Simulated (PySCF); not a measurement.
# One shape, several levels: C3H9ClSi (chlorotrimethylsilane)

Aim: a comparison of 6 runs (HF/STO-3G, HF/def2-SVP, B3LYP/6-31G*, PBE0/def2-SVP, CCSD/STO-3G) of C3H9ClSi (chlorotrimethylsilane). Input form: a Python script.

The calculation is run with PySCF 2.14.0.

**1. The molecule**

The species is C3H9ClSi (14 atoms), meant as a singlet with charge 0. As SMILES, `C[Si](C)(C)Cl`. The coordinates come from a PBE0-D4/def2-TZVP relaxation.

Bond lengths: C1–Si2 1.862 Å, Si2–C3 1.862 Å, Si2–C4 1.862 Å, Si2–Cl5 2.080 Å, C1–H6 1.092 Å, C1–H7 1.094 Å, C1–H8 1.092 Å, C3–H9 1.092 Å, C3–H10 1.092 Å, C3–H11 1.094 Å, C4–H12 1.094 Å, C4–H13 1.092 Å, C4–H14 1.092 Å. Some angles: C1–Si2–C3 111.5°, C1–Si2–C4 111.5°, C1–Si2–Cl5 107.3°, C3–Si2–C4 111.5°, C3–Si2–Cl5 107.3°, C4–Si2–Cl5 107.3°, Si2–C1–H6 110.9°, Si2–C1–H7 110.4°, Si2–C1–H8 110.9°, Si2–C3–H9 110.9°.

**2. Energy and forces at HF/STO-3G (run 1)**

Input file input.py:

```python
# C[Si](C)(C)Cl
import pyscf.grad
from pyscf import gto, scf

mol = gto.M(
    atom=[
    ('C', (-1.679640, 0.559980, 0.221630)),
    ('Si', (0.108620, 0.309060, -0.233500)),
    ('C', (1.207070, 0.337140, 1.270020)),
    ('C', (0.349340, -1.247580, -1.226910)),
    ('Cl', (0.670330, 1.906760, -1.440460)),
    ('H', (-1.816280, 1.498060, 0.764110)),
    ('H', (-2.029610, -0.257080, 0.859450)),
    ('H', (-2.308980, 0.589150, -0.670580)),
    ('H', (1.092710, 1.274230, 1.819320)),
    ('H', (2.257290, 0.235130, 0.987910)),
    ('H', (0.953250, -0.486500, 1.943870)),
    ('H', (0.068050, -2.124680, -0.636610)),
    ('H', (1.393020, -1.360400, -1.528500)),
    ('H', (-0.265160, -1.233270, -2.129770)),
],
    spin=0,
    basis='sto-3g',
    charge=0,
    max_memory=1860,
    verbose=4,
)

mf = scf.RHF(mol)
mf.conv_tol = 1e-10
mf.kernel()
if not mf.converged:
    mf = mf.newton().run(mf.mo_coeff, mf.mo_occ)

e_tot = mf.e_tot
print('Final energy', e_tot)
grad = mf.Gradients().kernel()
mf.analyze()
```

On the command line:

```
OMP_NUM_THREADS=1 python input.py
```

Output:

```text
PySCF version 2.14.0

[... 65 lines left out ...]
Final energy -857.769575703951
[... 17 lines left out ...]
DFT Exchange-Correlation Energy =      -66.984514519798495
[... 7 lines left out ...]
MO #6   energy= -10.3001810670457  occ= 2
[... 5 lines left out ...]
MO #12  energy= -4.06283268537714  occ= 2
[... 5 lines left out ...]
MO #18  energy= -0.616176409570184 occ= 2
[... 5 lines left out ...]
MO #24  energy= -0.517420928074648 occ= 2
[... 5 lines left out ...]
MO #30  energy= 0.361340124510354  occ= 0
[... 5 lines left out ...]
MO #36  energy= 0.708763744513593  occ= 0
[... 5 lines left out ...]
MO #42  energy= 0.74678423524509   occ= 0
[... 59 lines left out ...]
Dipole moment(X, Y, Z, Debye): -0.88524, -2.51781,  1.90199
```

It took 7.5 s on 1 thread of Intel Xeon at 2.50GHz (Skylake/Cascade Lake), shared host; peak memory 0.12 GiB.

**3. Energy and gradient at HF/def2-SVP (run 2)**

Input file run.py:

```python
# C[Si](C)(C)Cl
from pyscf import gto, scf

mol = gto.M(
    atom='''
C     -1.679640     0.559980     0.221630
Si     0.108620     0.309060    -0.233500
C      1.207070     0.337140     1.270020
C      0.349340    -1.247580    -1.226910
Cl     0.670330     1.906760    -1.440460
H     -1.816280     1.498060     0.764110
H     -2.029610    -0.257080     0.859450
H     -2.308980     0.589150    -0.670580
H      1.092710     1.274230     1.819320
H      2.257290     0.235130     0.987910
H      0.953250    -0.486500     1.943870
H      0.068050    -2.124680    -0.636610
H      1.393020    -1.360400    -1.528500
H     -0.265160    -1.233270    -2.129770
''',
    verbose=3,
    basis='def2-svp',
    spin=0,
    max_memory=1860,
)

mf = scf.RHF(mol)
mf.conv_tol = 1e-10
mf.kernel()
if not mf.converged:
    mf = mf.newton().run(mf.mo_coeff, mf.mo_occ)

e_tot = mf.e_tot
print('E(%s) = %.9f' % ('HF', e_tot))
grad = mf.nuc_grad_method().kernel()
mf.analyze()
```

On the command line:

```
OMP_NUM_THREADS=1 python run.py
```

Output:

```text
converged SCF energy = -867.04955380375
[... 12 lines left out ...]
MO #3   energy= -11.2149915479957  occ= 2
[... 14 lines left out ...]
MO #18  energy= -0.64575679235619  occ= 2
[... 14 lines left out ...]
MO #33  energy= 0.208248165829209  occ= 0
[... 14 lines left out ...]
MO #48  energy= 0.582388922880149  occ= 0
[... 14 lines left out ...]
MO #63  energy= 0.918719752698302  occ= 0
[... 14 lines left out ...]
MO #78  energy= 1.27678960787556   occ= 0
[... 14 lines left out ...]
MO #93  energy= 2.01458837474882   occ= 0
[... 14 lines left out ...]
MO #108 energy= 2.57947176528935   occ= 0
[... 14 lines left out ...]
MO #123 energy= 3.3130000093709    occ= 0
[... 15 lines left out ...]
Dipole moment(X, Y, Z, Debye): -0.62116, -1.76673,  1.33461
```

Wall time 39 s (1 thread of Intel Xeon at 2.50GHz (Skylake/Cascade Lake), shared host); peak memory 0.34 GiB.

Runs 3 to 5 aren't shown in full; the table further down has their settings and results.

**4. A single-point energy at CCSD/STO-3G (run 6)**

Input file input.py:

```python
from pyscf import gto, cc

molecule = gto.Mole()
molecule.atom = '''
C     -3.174060     1.058209     0.418820
Si     0.205262     0.584039    -0.441251
C      2.281032     0.637102     2.399990
C      0.660157    -2.357585    -2.318524
Cl     1.266740     3.603254    -2.722075
H     -3.432272     2.830923     1.443959
H     -3.835407    -0.485811     1.624125
H     -4.363340     1.113332    -1.267213
H      2.064923     2.407946     3.438017
H      4.265660     0.444331     1.866879
H      1.801381    -0.919352     3.673382
H      0.128596    -4.015063    -1.203019
H      2.632426    -2.570783    -2.888446
H     -0.501080    -2.330543    -4.024682
'''
molecule.basis = 'sto-3g'
molecule.verbose = 3
molecule.unit = 'bohr'
molecule.charge = 0
molecule.max_memory = 1860
molecule.build()

mf = molecule.RHF()
mf.conv_tol = 1e-10
mf.kernel()
if not mf.converged:
    mf = mf.newton().run(mf.mo_coeff, mf.mo_occ)

mycc = cc.CCSD(mf, frozen=13)
mycc.kernel()
energy = mycc.e_tot
print('E(%s) = %.9f' % ('CCSD', energy))
mf.analyze()
```

On the command line:

```
OMP_NUM_THREADS=1 python input.py
```

Output:

```text
converged SCF energy = -857.769575700239
E(CCSD) = -858.0297414329683  E_corr = -0.2601657327289377
E(CCSD) = -858.029741433
**** MO energy ****
MO #1   energy= -103.604923018107  occ= 2
MO #2   energy= -68.0677152543124  occ= 2
MO #3   energy= -11.0128095870886  occ= 2
MO #4   energy= -11.0127370224666  occ= 2
MO #5   energy= -11.0127348515433  occ= 2
MO #6   energy= -10.3001811036044  occ= 2
MO #7   energy= -7.7437455906955   occ= 2
MO #8   energy= -7.73870803258613  occ= 2
MO #9   energy= -7.73870803086986  occ= 2
MO #10  energy= -6.0382537615303   occ= 2
MO #11  energy= -4.0644049131652   occ= 2
MO #12  energy= -4.0628326628643   occ= 2
MO #13  energy= -4.06283259936077  occ= 2
MO #14  energy= -0.998978578576753 occ= 2
MO #15  energy= -0.931900215178191 occ= 2
MO #16  energy= -0.902577543846377 occ= 2
MO #17  energy= -0.902574098190837 occ= 2
MO #18  energy= -0.616176365989522 occ= 2
MO #19  energy= -0.554436010419405 occ= 2
MO #20  energy= -0.547779443457106 occ= 2
MO #21  energy= -0.547774153751146 occ= 2
MO #22  energy= -0.528708183925499 occ= 2
MO #23  energy= -0.528706554650255 occ= 2
MO #24  energy= -0.517420950786029 occ= 2
MO #25  energy= -0.423912247587887 occ= 2
MO #26  energy= -0.423910791715567 occ= 2
MO #27  energy= -0.404127342593391 occ= 2
MO #28  energy= -0.354701439861472 occ= 2
MO #29  energy= -0.354700522447623 occ= 2
MO #30  energy= 0.361340177697029  occ= 0
MO #31  energy= 0.481746155680395  occ= 0
MO #32  energy= 0.521443865624442  occ= 0
MO #33  energy= 0.521458871471183  occ= 0
MO #34  energy= 0.692978650518038  occ= 0
MO #35  energy= 0.692982459837995  occ= 0
MO #36  energy= 0.708763780428639  occ= 0
MO #37  energy= 0.722822876697288  occ= 0
MO #38  energy= 0.734649708525152  occ= 0
MO #39  energy= 0.736535398243472  occ= 0
MO #40  energy= 0.736541839150939  occ= 0
MO #41  energy= 0.746776896679143  occ= 0
MO #42  energy= 0.746784080015328  occ= 0
 ** Mulliken atomic charges  **
charge of    0C =     -0.26922
charge of    1Si =      0.82038
charge of    2C =     -0.26922
charge of    3C =     -0.26922
charge of    4Cl =     -0.36405
charge of    5H =      0.04051
charge of    6H =      0.03609
charge of    7H =      0.04051
charge of    8H =      0.04051
charge of    9H =      0.04050
charge of   10H =      0.03609
charge of   11H =      0.03609
charge of   12H =      0.04051
charge of   13H =      0.04051
Dipole moment(X, Y, Z, Debye): -0.88524, -2.51781,  1.90199
```

Wall time 3.6 s (1 thread of Intel Xeon at 2.50GHz (Skylake/Cascade Lake), shared host); peak memory 0.13 GiB.

**5. The series**

```
run                               level  integration grid  Cartesian functions  energy (Eh)  dipole moment (D) of the reference  HOMO energy (eV)  LUMO energy (eV)  wall time
  1                           HF/STO-3G                 –                   no  -857.769576                                3.28             -9.65              9.83      7.5 s
  2                         HF/def2-SVP                 –                   no  -867.049554                                2.30            -11.48              4.20       39 s
  3  B3LYP/6-31G* (spherical functions)                 5                   no  -869.514554                                2.57             -7.92              1.54       96 s
  4  B3LYP/6-31G* (Cartesian functions)                 5                  yes  -869.521742                                2.56             -7.92              1.54    1.9 min
  5                       PBE0/def2-SVP                 5                   no  -868.776996                                2.19             -8.20              1.47    1.9 min
  6                         CCSD/STO-3G                 –                   no  -858.029741                                3.28             -9.65              9.83      3.6 s
```

**6. Outcome**

| quantity | value |
| --- | --- |
| run 6: total energy | -858.02974 Eh |
| run 6: dipole moment (Hartree–Fock density) | 3.28 D |
| run 6: HOMO energy (Hartree–Fock orbitals) | -9.65 eV |
| run 6: LUMO energy (Hartree–Fock orbitals) | 9.83 eV |
| run 6: HOMO–LUMO gap (Hartree–Fock orbitals) | 19.48 eV |
| run 6: correlation energy (13 core orbitals frozen) | -260.2 mEh |
| run 6: T1 diagnostic | 0.004 |

In words: Over runs 1, 2, 3, 4, 5 the dipole moment (its size) runs from 2.19 D (PBE0/def2-SVP) to 3.28 D (HF/STO-3G). The two ends differ in method and basis. Over runs 1, 2, 3, 4, 5 the HOMO–LUMO gap runs from 9.46 eV (B3LYP/6-31G*) to 19.48 eV (HF/STO-3G). Totals of different functionals can't be ranked against each other. In runs 1, 6 the basis is minimal, so the values are rough. All runs together took 6.1 min, the longest 1.9 min.
